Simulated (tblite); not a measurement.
# C6H9NSSe: the cost of one run

Programs: PySCF 2.14.0 with density-fitted response routines of our own, and tblite 0.8.0. All values are computed, except where a source is named. Atoms count from 0 throughout.

## Step 1: The starting structure

18 atoms, charge 0, multiplicity 1; geometry from: UFF geometry. This is the first candidate.

Bonds of the start (Å): C0–C1 1.53, C0–H10 1.12, C0–H11 1.11, C0–H9 1.10, C1–C2 1.52, C1–C3 1.52, C1–H12 1.12, C2–H13 1.12, C2–H14 1.10, C2–H15 1.11, C3–C4 1.41, C3–C7 1.43, C4–H16 1.08, C4–S5 1.66, C7–Se8 1.91, N6–C7 1.35, S5–N6 1.66, Se8–H17 1.54.

## Step 2: GFN2-xTB relaxation, isomer A, conformer 1

The job: settings as JSON, then the geometry in Å.

```
{"job": {"xc": "GFN2-xTB", "basis": "xTB", "kind": "relax"}, "charge": 0, "multiplicity": 1}
C     -1.399700     0.666400     0.843900
C     -0.822300    -0.241700    -0.242900
C     -0.875300     0.388400    -1.621600
C      0.584900    -0.702300     0.105500
C      0.858800    -2.064700     0.319000
S      2.479000    -2.139700     0.654100
N      2.895600    -0.532900     0.571800
C      1.749100     0.117900     0.273500
Se     1.782200     2.022800     0.081500
H     -0.926400     1.663000     0.855000
H     -2.495600     0.818100     0.654100
H     -1.297200     0.201100     1.849000
H     -1.481100    -1.142100    -0.261600
H     -1.940500     0.560800    -1.912900
H     -0.431100    -0.276800    -2.376000
H     -0.363300     1.368500    -1.642700
H      0.167900    -2.888400     0.255100
H      1.506200     2.187800     1.583500
```

Launch:

```console
$ OMP_NUM_THREADS=1 python ens_run.py task.json out
```

The driver reads the study from task.json and runs its stages one after another.

Q: Estimate the wall time of this first job on 1 thread of Intel Xeon Platinum 8259CL at 2.50GHz, shared host.

About 2.5 s.
